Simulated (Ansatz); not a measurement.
# Ge2N: the cost of one run

Program: Ansatz 0.2.0. Level of theory: DFT PBE, scalar-relativistic, plane waves, PAW. These are calculated values, not measurements.

### 1 The system as given

The structure is trigonal, space group P-3m1 (No. 164). The conventional cell has a = 4.290 Å, b = 4.290 Å, c = 3.001 Å, α = 90.00°, β = 90.00°, γ = 120.00°. Ge (site symmetry 3m) is surrounded by 5 Ge at 2.52 to 3.00 Å and 6 N at 2.78 to 3.03 Å. N (site symmetry -3m) has 12 Ge at 2.78 to 3.03 Å in its first shell of neighbours.

Coordinates:

```cif
data_structure
_symmetry_space_group_name_H-M 'P 1'
_symmetry_Int_Tables_number 1
_cell_length_a 4.2904
_cell_length_b 4.2904
_cell_length_c 3.0006
_cell_angle_alpha 90.000
_cell_angle_beta 90.000
_cell_angle_gamma 120.000
_cell_volume 47.83
loop_
_atom_site_label
_atom_site_type_symbol
_atom_site_fract_x
_atom_site_fract_y
_atom_site_fract_z
_atom_site_occupancy
Ge1 Ge 0.33333 0.66667 0.42000 1
Ge2 Ge 0.66667 0.33333 0.58000 1
N1 N 0.00000 0.00000 0.00000 1
```

Recipe of the guess: species swapped into a database cell of TmCd2 (P-3m1, No. 164), with N on the Tm sites and Ge on the Cd sites. Its size is a rough estimate.

### 2 Probe: one point on a coarse mesh

Contents of input.yaml:

```yaml
crystal:
  lattice:
    - [4.29037798, 0.0, 0.0]
    - [-2.14518899, 3.71557632, 0.0]
    - [0.0, 0.0, 3.00062824]
  atoms:
    - { symbol: Ge, position: [0.33333333, 0.66666667, 0.41999999] }
    - { symbol: Ge, position: [0.66666667, 0.33333333, 0.58000001] }
    - { symbol: "N", position: [0.0, 0.0, 0.0] }
basis:
  ecutwfc: 420
kpoints:
  mp_grid: { grid: [6, 6, 6] }
hamiltonian:
  xc: pbe
scf:
  occupations: { method: gaussian, width: 0.1 }
  lower_state_search: "off"
output:
  forces: true
  stress: true
  eigenvalues: true
```

The run is started by

```
$ ansatz run input.yaml --threads 1 --pin off --max-ram 2560MiB --backend cpu --events-out ev --progress --plain --runs-dir out
```

Q: Estimate wall time and peak memory on 1 thread of Intel Xeon at 2.50GHz (Skylake/Cascade Lake), shared host.

About 4.2 s, with a peak of 0.35 GiB.
